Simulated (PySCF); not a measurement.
# [Pb(OH)3]−: other functionals and bases at one geometry

The task here is to estimate one member of a computed series from the others.

Method: several levels, as the steps say, no spin–orbit coupling; program: PySCF 2.14.0.

5 further runs of the same task are left out: 2 for a known fault of the program, 2 that didn't finish, 1 set aside as unsound or not needed.

## Where the work starts

7 atoms, charge -1, spin multiplicity 1.

Bond lengths: Pb1–O2 2.217 Å, Pb1–O4 2.218 Å, Pb1–O6 2.217 Å, O2–H3 0.982 Å, O4–H5 0.982 Å, O6–H7 0.983 Å. Angles: O2–Pb1–O4 87.1°, O2–Pb1–O6 87.1°, O4–Pb1–O6 86.7°, Pb1–O2–H3 93.4°, Pb1–O4–H5 93.3°, Pb1–O6–H7 93.2°.

As a file:

```xyz
7
H3O3Pb
Pb    0.47876   -1.42122    0.01615
O    -0.70032   -0.00399    1.24733
H     0.06535    0.59251    1.39969
O    -0.00999   -0.13900   -1.72616
H    -0.53804    0.49038   -1.18750
O     2.21749   -0.08668    0.34707
H     1.99853    0.47986   -0.42548
```

Formal oxidation states: Pb +2. An earlier session relaxed this geometry at TPSS, Pb def2-SVP with ECP60, O def2-SVP, H def2-SVP (singlet, point group C3).

At TPSS on the finer grid: E = -420.213516 Eh, HOMO -0.11 eV, LUMO 4.43 eV, Mulliken charge on Pb1 +0.36 e, largest force component 0.024 eV/Å. 

Levels to run: PBE; HF; revPBE; M06-L; TPSS, TZVP; TPSS, x2c-SVP. Hardware: 2 threads of Arm Neoverse V1, shared host.

The first run:

The input, run.py (the lines that set the calculation):

```python
mol = gto.M(atom='''
Pb     0.47876    -1.42122     0.01615
O     -0.70032    -0.00399     1.24733
H      0.06535     0.59251     1.39969
O     -0.00999    -0.13900    -1.72616
H     -0.53804     0.49038    -1.18750
O      2.21749    -0.08668     0.34707
H      1.99853     0.47986    -0.42548''',
    basis={'Pb': 'def2-SVP', 'O': 'def2-SVP', 'H': 'def2-SVP'},
    ecp={'Pb': 'def2-SVP'},
    charge=-1, spin=0)
mf = dft.RKS(mol, xc='PBE')
mf.grids.atom_grid = (75, 302)
mf = mf.density_fit()  # fitting sets: Pb def2-universal-JKFIT, O def2-universal-JKFIT, H def2-universal-JKFIT
mf.conv_tol = 1e-08; mf.max_cycle = 55
mf.kernel(dm0)  # dm0: the density of the relaxed state
```

Run with:

```
> OMP_NUM_THREADS=2 python run.py
```

Steps of the session up to this table: PBE; HF; revPBE; M06-L; TPSS, TZVP; TPSS, x2c-SVP.

One table of the session follows, with a row left open; its other results are not shown here.

| level | HOMO (eV) | gap (eV) | charge on Pb1 (e) | dipole (D) | largest force component (eV/Å) |
| --- | --- | --- | --- | --- | --- |
| TPSS (relaxed here) | -0.11 | 4.54 | 0.36 | 3.28 | 0.02 |
| PBE | -0.02 | 4.33 | 0.32 | 3.19 | 0.17 |
| HF | ? | ? | ? | ? | ? |
| revPBE | 0.05 | 4.37 | 0.34 | 3.25 | 0.44 |
| M06-L | -0.26 | 4.89 | 0.56 | 3.58 | 0.54 |
| TPSS, TZVP | -0.69 | 4.44 | 0.58 | 3.96 | 0.31 |
| TPSS, x2c-SVP | -0.11 | 4.60 | 0.40 | 3.32 | 0.51 |

**Question.** Estimate the row for HF.

As computed: HOMO (eV): -4.51; gap (eV): 11.91; charge on Pb1 (e): 0.85; dipole (D): 4.34; largest force component (eV/Å): 1.95. In the column «HOMO (eV)» it is the lowest.

The dipole of a charged species depends on the origin, so these sizes hold for this origin alone.

In one basis the HOMO–LUMO gap runs from 4.33 eV (PBE) to 11.91 eV (HF). The largest leftover force, 1.95 eV/Å with HF, stands at a geometry relaxed at another level. Total energies of different levels can't be compared.
